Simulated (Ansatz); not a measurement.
# CoW3: the cost of one run

Computed with Ansatz 0.2.0 (DFT PBE, scalar-relativistic, plane waves, PAW, unless a step's input says otherwise).

### Step 1. The starting structure

Symmetry: P-6m2, No. 187, hexagonal system. Conventional cell: a = 2.804 Å, b = 2.804 Å, c = 9.169 Å, α = 90.00°, β = 90.00°, γ = 120.00°. Co (site symmetry -6m2) has 6 Co at 2.80 Å and 6 W at 2.81 Å as nearest neighbours. W (site symmetry 3m) has 9 W at 2.80 to 2.81 Å and 3 Co at 2.81 Å as nearest neighbours. W (site symmetry -6m2) is surrounded by 12 W at 2.80 to 2.81 Å.

As a file:

```cif
data_structure
_symmetry_space_group_name_H-M 'P-6m2'
_symmetry_Int_Tables_number 187
_cell_length_a 2.8043
_cell_length_b 2.8043
_cell_length_c 9.1691
_cell_angle_alpha 90.000
_cell_angle_beta 90.000
_cell_angle_gamma 120.000
_cell_volume 62.45
loop_
_atom_site_label
_atom_site_type_symbol
_atom_site_symmetry_multiplicity
_atom_site_Wyckoff_symbol
_atom_site_fract_x
_atom_site_fract_y
_atom_site_fract_z
_atom_site_occupancy
Co1 Co 1 f 0.66667 0.33333 0.50000 1
W1 W 2 h 0.33333 0.66667 0.75000 1
W2 W 1 e 0.66667 0.33333 0.00000 1
```

The start is an ordering of an alloy on its end members' structure types: elements ordered on the sites of the Ag type, Co/W on Ag (P-6m2, No. 187).

### Step 2. Probe: one point on a coarse mesh

Contents of input.yaml:

```yaml
crystal:
  lattice:
    - [2.80432754, 0.0, 0.0]
    - [-1.40216377, 2.42861889, 0.0]
    - [0.0, 0.0, 9.1691041]
  atoms:
    - { symbol: Co, position: [0.66666667, 0.33333333, 0.5], spin: 3.0 }
    - { symbol: W, position: [0.33333333, 0.66666667, 0.75] }
    - { symbol: W, position: [0.33333333, 0.66666667, 0.25] }
    - { symbol: W, position: [0.66666667, 0.33333333, 0.0] }
basis:
  ecutwfc: 420
kpoints:
  mp_grid: { grid: [6, 6, 2] }
hamiltonian:
  xc: pbe
scf:
  occupations: { method: gaussian, width: 0.1 }
  lower_state_search: "off"
output:
  forces: true
  stress: true
  eigenvalues: true
  populations: true
magnetization:
  spin_polarized: true
```

On the command line:

```bash
> ansatz run input.yaml --threads 1 --pin off --max-ram 2560MiB --backend cpu --events-out ev --progress --plain --runs-dir out
```

**Question.** How long does this run take on 1 thread of Intel Xeon at 2.50GHz (Skylake/Cascade Lake), shared host, and how much memory does it need?

About 25 s, with a peak of 0.36 GiB.
